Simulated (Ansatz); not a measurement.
Crystal: LiFeN.

```
CELL_PARAMETERS angstrom
3.10060 0.00000 0.00000
-1.55030 2.68520 0.00000
0.00000 0.00000 4.14534
ATOMIC_POSITIONS crystal
Fe 0.33333 0.66667 0.50000
N 0.00000 0.00000 0.50000
Li 0.00000 0.00000 0.00000
```

The cell comes from a database or a generator and needn't be the stable form of this composition.

Base run:

- Program: Ansatz 0.2.0
- Functional: PBE
- Potentials or basis: Ansatz PAW
- Cutoff: 420 eV (not typed: the program's choice for these potentials)
- k mesh: 8 × 8 × 6
- Occupations: fermi-dirac, width 0.05 eV
- Spin: collinear spin, ferromagnetic start
- Starting moments: [4.5, 0.0, 0.0] μB
- Fixed moment: 4.5 μB

Its results: pressure 28.9 GPa; site moments Fe +2.94; N +0.35; Li +0.05 μB.

Question: After a change of settings the same cell gave: pressure 0.5 GPa; site moments Fe +0.67; N +0.00; Li -0.00 μB. Which change was it?
A. fixed moment from 4.5 μB to 3 μB; moments at the start from [4.5, 0.0, 0.0] to [3.0, 0.0, 0.0]
B. fixed moment from 4.5 μB to 6 μB; moments at the start from [4.5, 0.0, 0.0] to [6.0, 0.0, 0.0]
C. fixed moment from 4.5 μB to 0.8 μB; moments at the start from [4.5, 0.0, 0.0] to [0.8, 0.0, 0.0]
D. fixed moment from 4.5 μB to 3.8 μB; moments at the start from [4.5, 0.0, 0.0] to [3.8, 0.0, 0.0]

Answer: C.

Caveats: the total moment is fixed, so each spin has its own Fermi level; a cell with one magnetic atom can't hold antiferromagnetic order, which such compounds often take; the thresholds are loose for stress; a pressure of tens of GPa on the cell as given is suspect, and the run, the potentials or the cell itself is likely at fault (some runs).
